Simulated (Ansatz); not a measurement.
**Br− with HF: structure and interaction energy**

One table from this session's results is given with a row withheld; the runs are named, their logs left out.

Method: PBE0-D4 structure, single points in def2-TZVPPD; program: Ansatz 0.2.0, Gaussian basis.

Levels: PBE-D4, revPBE-D4, BLYP-D4, r2SCAN-D4, B97M-V, PBE0-D4, B3LYP-D4, HSE06-D4, wB97X-V, wB97M-V, B2PLYP, Hartree-Fock, MP2, CCSD, CCSD(T). The reference is CCSD(T) extrapolated to the basis limit. For elements past Ar these valence bases correlate outer-core shells poorly and lack relativity, so that limit is rough.

Cores are frozen in the correlated methods. Filled d shells of the heavier atoms are correlated. B3LYP uses VWN-RPA correlation. B2PLYP carries no dispersion term here.

163 further runs of the same task are left out: 163 set aside as unsound or not needed.

**Where the work starts**

The pair, from a GFN2-xTB docking trial: 3 atoms, charge -1, spin multiplicity 1.

Atoms are counted from 1 here; the program's logs count them from 0.

Bond lengths: F2–H3 1.003 Å.

As a file:

```
Br    0.00670    0.12050   -1.61460
F    -0.00540   -0.09700    1.30740
H    -0.00130   -0.02340    0.30720
```

Atoms 1 to 1 are fragment A (Br−), the rest fragment B (HF).

The first run:

pre/in.yaml reads:

```yaml
crystal:
  periodic: [false, false, false]
  atoms:
    - {symbol: Br, position_ang: [0.006700, 0.120500, -1.614600]}
    - {symbol: F, position_ang: [-0.005400, -0.097000, 1.307400]}
    - {symbol: H, position_ang: [-0.001300, -0.023400, 0.307200]}
basis:
  gaussian: {orbitals: def2-SVPD}
total_charge: -1
hamiltonian: {xc: pbe, dispersion: d4}
relax: {f_tol: 0.03, max_steps: 250}
```

On the command line:

```
$ ansatz run in.yaml --threads 2 --pin off --events-out ev --progress --plain --max-ram 5222MiB
```

Among the steps run: A first relaxation in a small basis; Relaxation at PBE0-D4; wB97X-V/def2-TZVPPD; wB97M-V/def2-TZVPPD; B2PLYP/def2-TZVPPD; B97M-V/def2-TZVPPD; CCSD(T)/def2-TZVPPD; Hartree-Fock/STO-3G; SPW92/def2-SVP; wB97M-V/def2-SVP; CCSD(T)/def2-SVP; Vibrations of the pair.

One table of the session follows, with a row left open; its other results are not shown here.

| method | interaction (meV) |
| --- | --- |
| PBE-D4 | -1005 |
| revPBE-D4 | -947 |
| BLYP-D4 | -944 |
| r2SCAN-D4 | -998 |
| B97M-V | -931 |
| PBE0-D4 | -998 |
| B3LYP-D4 | -962 |
| HSE06-D4 | -999 |
| wB97X-V | -957 |
| wB97M-V | -941 |
| B2PLYP | -922 |
| Hartree-Fock | ? |
| MP2 | -904 |
| CCSD | -870 |
| CCSD(T) | -888 |
| CCSD(T)/CBS | -941 |

Estimate the missing values for Hartree-Fock.

The run gave: interaction (meV): -793. In the column «interaction (meV)» it is the highest.

Among the levels timed on like hardware, those that no quicker one beats, quickest first: PBE-D4 (2.2 s, -64 meV); revPBE-D4 (2.2 s, -5 meV); BLYP-D4 (2.6 s, -2 meV); wB97M-V (9.2 s, 0 meV).

wB97M-V reaches 0 meV from the reference in 9.2 s; the quickest level in the cost chart, PBE-D4, takes 2.2 s and misses by 64 meV.

To keep in mind: A lower arrangement may exist.
